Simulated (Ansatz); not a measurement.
# C₂H₆AlF₃S: basis-set convergence

How large a basis does C₂H₆AlF₃S need? Two functionals are run in growing sets.

Program: Ansatz 0.2.0, Gaussian basis. Level of theory: one geometry, several basis sets. These are calculated values, not measurements.

The runs, in order: PBE0-D4/def2-SVP; ωB97M-V/def2-SVP; PBE0-D4/def2-QZVPP; ωB97M-V/def2-QZVPP; the functionals' def2-TZVPP values are taken from earlier runs.

### 1 Structure used throughout

An earlier PBE0-D4 in a triple-zeta def2 set relaxation fixed the geometry.

13 atoms, charge 0, spin multiplicity 1.

Atoms are counted from 1 here; the program's logs count them from 0.

Bond lengths: C1–S2 1.799 Å, C1–H8 1.090 Å, C1–H9 1.089 Å, C1–H10 1.089 Å, S2–C3 1.799 Å, S2–Al4 2.386 Å, C3–H11 1.090 Å, C3–H12 1.089 Å, C3–H13 1.089 Å, Al4–F5 1.653 Å, Al4–F6 1.653 Å, Al4–F7 1.663 Å. Angles: S2–C1–H8 106.7°, S2–C1–H9 110.0°, S2–C1–H10 109.3°, H8–C1–H9 109.7°, H8–C1–H10 109.7°, H9–C1–H10 111.2°, C1–S2–C3 101.5°, C1–S2–Al4 98.8°, C3–S2–Al4 98.6°, S2–C3–H11 106.7°, S2–C3–H12 110.0°, S2–C3–H13 109.3°, H11–C3–H12 109.7°, H11–C3–H13 109.7°, H12–C3–H13 111.2°, S2–Al4–F5 101.3°, S2–Al4–F6 101.5°, S2–Al4–F7 98.6° and more.

### 2 PBE0-D4 in def2-SVP

Input file in.yaml:

```yaml
crystal:
  periodic: [false, false, false]
  atoms:
    - {symbol: C, position_ang: [-0.628048, -1.559469, -0.120996]}
    - {symbol: S, position_ang: [0.256113, -0.219515, -0.932726]}
    - {symbol: C, position_ang: [1.675548, -0.016386, 0.153620]}
    - {symbol: Al, position_ang: [-1.058208, 1.611566, -0.150601]}
    - {symbol: F, position_ang: [-0.131184, 2.897468, -0.619312]}
    - {symbol: F, position_ang: [-2.495708, 1.336009, -0.918440]}
    - {symbol: F, position_ang: [-1.032271, 1.261794, 1.474506]}
    - {symbol: H, position_ang: [-1.573051, -1.677508, -0.650713]}
    - {symbol: H, position_ang: [-0.819798, -1.303024, 0.920336]}
    - {symbol: H, position_ang: [-0.045153, -2.476302, -0.200767]}
    - {symbol: H, position_ang: [2.213795, 0.864297, -0.196006]}
    - {symbol: H, position_ang: [1.341557, 0.140007, 1.178775]}
    - {symbol: H, position_ang: [2.316708, -0.893737, 0.077125]}
basis:
  gaussian: {orbitals: def2-SVP}
hamiltonian: {xc: pbe0, dispersion: d4}
output: {orbitals: {seedname: orbitals}}
```

Command:

```
> ansatz run in.yaml --threads 4 --pin off --events-out ev --progress --plain --max-ram 11315MiB
```

After this run come: ωB97M-V in def2-SVP; PBE0-D4 in def2-QZVPP; ωB97M-V in def2-QZVPP.

Before running them: what should the planned runs give, taken together? Wanted: PBE0-D4: double and triple zeta above quadruple; ωB97M-V: double and triple zeta above quadruple.

The runs gave:

| quantity | value |
| --- | --- |
| PBE0-D4: double and triple zeta above quadruple | 20.19, 1.16 eV |
| ωB97M-V: double and triple zeta above quadruple | 20.44, 1.10 eV |

What this shows: PBE0-D4 gains 19.03 eV from double to triple zeta, then 1.16 eV more. Total energies overstate the basis error of differences, where much of it tends to cancel. The LUMO of ωB97M-V is positive and keeps falling with the basis (2.20 to 1.19 eV): an unbound level that the basis holds in place.
